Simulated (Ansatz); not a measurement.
# CRu: the cost of one run

Program: Ansatz 0.2.0, Gaussian basis. Level of theory: def2-QZVPP, core rule «outside noble gas», up to 5 orbitals frozen. These are calculated values, not measurements.

Plan: UHF; ROHF; CCSD(T) on UHF.

2 further runs of the same task are left out: 2 set aside as unsound or not needed.

## (1) The geometry

The geometry is a PBE0/def2-TZVP stationary point (not a proven minimum) of the parent state, kept for this charge and spin. No spin-orbit coupling is included. Elements past krypton take def2 core potentials.

2 atoms, charge 1, spin multiplicity 2.

Atoms are counted from 1 here; the program's logs count them from 0.

Bond lengths: Ru1–C2 1.605 Å.

## (2) UHF

Contents of in.yaml:

```yaml
crystal:
  periodic: [false, false, false]
  atoms:
    - {symbol: Ru, position_ang: [0.000000, 0.000000, 0.000000]}
    - {symbol: C, position_ang: [0.000000, 0.000000, 1.605400]}
basis:
  gaussian: {orbitals: "def2-QZVPP.json"}
total_charge: 1
magnetization: {spin_polarized: true, initial_magnetization: 1}
hamiltonian: {xc: hf}
output: {orbitals: {seedname: orbitals}}
```

Launch:

```console
$ ansatz run in.yaml --threads 1 --pin off --events-out ev --progress --plain --max-ram 4096MiB --backend cpu
```

Q: Estimate wall time and peak memory on 1 thread of AMD EPYC 7R13, shared host.

About 15 s, with a peak of 0.27 GiB.
